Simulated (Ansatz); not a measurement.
# BH₂Se radical: an energy map over bond length B1–Se2 and bond length B1–H3

A grid of calculations on BH₂Se, SMILES [BH][SeH], spin multiplicity 2, to see where the energy is lowest and how it rises around there.

Program: Ansatz 0.2.0. Level of theory: UKS r2SCAN0-D4/def2-TZVP. These are calculated values, not measurements.

**1. The starting structure**

SMILES `[BH][SeH]`, 4 atoms, charge 0, spin multiplicity 2.

Atoms are counted from 1 here; the program's logs count them from 0.

Bond lengths: B1–Se2 1.888 Å, B1–H3 1.213 Å, Se2–H4 1.495 Å. Angles: Se2–B1–H3 124.2°, B1–Se2–H4 97.7°.

Coordinates:

```xyz
4

B    -0.0901   -0.7799    0.2756
Se    0.3435    0.9946   -0.2019
H     0.5734   -1.4670    1.0226
H    -0.8267    1.2523   -1.0962
```

**3. Plan of the scan**

The axes are (1) bond length B1–Se2: 7 values from 1.613 to 2.626 Å; (2) bond length B1–H3: 7 values from 1.019 to 1.660 Å.

Nothing else is relaxed (all other coordinates rigid). Energies count from the relaxed molecule at the same level.

(The set-up runs are not shown.)

**4. Point bond length B1–Se2 = 1.951 Å, bond length B1–H3 = 1.233 Å**

File input.yaml:

```yaml
crystal:
  periodic: [false, false, false]
  atoms:
    - { symbol: B, position_ang: [-0.086087, -0.774041, 0.278101] }
    - { symbol: Se, position_ang: [0.35341, 1.059631, -0.222788] }
    - { symbol: H, position_ang: [0.588473, -1.475979, 1.034766] }
    - { symbol: H, position_ang: [-0.79578, 1.304946, -1.099554] }
magnetization:
  spin_polarized: true
  initial_magnetization: 1
basis:
  gaussian: { orbitals: def2-TZVP }
hamiltonian:
  xc: { name: r2SCAN0 }
  dispersion: d4
output:
  forces: true
```

Launch:

```sh
ansatz run input.yaml --threads 1 --pin off --max-ram 2560MiB --backend cpu --events-out ev --progress --plain --runs-dir out
```

The session goes on with these runs: all other points of the grid.

Before running it: what results should come out? Wanted: lowest point; highest computed point; largest force on an atom.

As calculated:

```
                       quantity                                                                                                                                                           value
                   lowest point                                                                                         bond length B1–Se2 = 1.951 Å, bond length B1–H3 = 1.233 Å, 1.8 kcal/mol
         highest computed point                                                                       bond length B1–Se2 = 2.626 Å, bond length B1–H3 = 1.660 Å, 76.4 kcal/mol above the lowest
largest force on an atom (eV/Å)  1.2 at bond length B1–Se2 = 1.951 Å, bond length B1–H3 = 1.233 Å to 13.1 at bond length B1–Se2 = 1.613 Å, bond length B1–H3 = 1.660 Å; 1.2 at the lowest point
        time for the whole task                                                                                                                                7.9 min on 1 thread, shared host
```

In words: The lowest computed point is at bond length B1–Se2 = 1.951 Å, bond length B1–H3 = 1.233 Å, 1.8 kcal/mol from the relaxed molecule at the same level. It is the only kind of minimum in the scanned range. The highest computed point, bond length B1–Se2 = 2.626 Å, bond length B1–H3 = 1.660 Å, lies 76.4 kcal/mol above the lowest. Round the minimum the two coordinates are nearly uncoupled.
